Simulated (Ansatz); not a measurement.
# P: the cost of one run

Computed with Ansatz 0.2.0 (DFT, PBE, plane-wave PAW, default files, scalar-relativistic, unless a step's input says otherwise).

## 1. The starting structure

Symmetry: Cmce, No. 64, orthorhombic system. Conventional cell: a = 3.311 Å, b = 10.319 Å, c = 4.317 Å, α = 90.00°, β = 90.00°, γ = 90.00°. Around P (site symmetry m) lie 3 P at 2.22 to 2.26 Å.

Structure file:

```cif
data_structure
_symmetry_space_group_name_H-M 'Cmce'
_symmetry_Int_Tables_number 64
_cell_length_a 3.3109
_cell_length_b 10.3190
_cell_length_c 4.3170
_cell_angle_alpha 90.000
_cell_angle_beta 90.000
_cell_angle_gamma 90.000
_cell_volume 147.49
loop_
_atom_site_label
_atom_site_type_symbol
_atom_site_symmetry_multiplicity
_atom_site_Wyckoff_symbol
_atom_site_fract_x
_atom_site_fract_y
_atom_site_fract_z
_atom_site_occupancy
P1 P 8 f 0.50000 0.60450 0.07940 1
```

The earlier run gave: no gap over 0.1 eV on the mesh, largest force 0.199 eV/Å, pressure 2.7 GPa.

Like atoms gathered into sites:

| site | atoms | first shell | V_zz (10²¹ V/m²) | η | C_Q (MHz) |
| --- | --- | --- | --- | --- | --- |
| P | 1, 2, 3, 4 | 3 P at 2.22–2.26 Å | -7.27 | 0.07 | – |

V_zz is the principal component of the electric field gradient with the largest magnitude, η = (V_xx − V_yy)/V_zz and C_Q = eQV_zz/h. Q values from Pyykkö, Mol. Phys. 116, 1328 (2018). A dash under C_Q marks elements without a common quadrupolar isotope.

## 2. Z stretched by -2 %, ions relaxed

The input, input.yaml:

```yaml
crystal:
  lattice:
    - [1.65545, -5.1595, 0.0]
    - [1.65545, 5.1595, 0.0]
    - [0.0, 0.0, 4.23066]
  atoms:
    - { symbol: P, position: [0.8957285352, 0.1042714648, 0.0774954079] }
    - { symbol: P, position: [0.6042714648, 0.3957285352, 0.5774954079] }
    - { symbol: P, position: [0.1042714648, 0.8957285352, 0.9225045921] }
    - { symbol: P, position: [0.3957285352, 0.6042714648, 0.4225045921] }
kpoints:
  mp_grid: { grid: [15, 15, 11] }
scf:
  occupations: { method: fermi_dirac, width: 0.05 }
hamiltonian:
  xc: pbe
  pseudopotentials: { kind: paw }
output:
  forces: true
  stress: true
  populations: true
  efg: { contact_densities: true }
  write_density: true
  write_potential: true
  elf: true
  volumetric_format: npy
relax:
  f_tol: 0.02
  max_steps: 60
```

The run is started by

```sh
$ ansatz run input.yaml --threads 1 --pin off --max-ram 3072MiB --backend cpu --events-out ev --progress --plain --runs-dir out
```

Q: Estimate wall time and peak memory on 1 thread of Intel Xeon 6975P-C (Granite Rapids), shared host.

About 39 s, with a peak of 0.71 GiB.
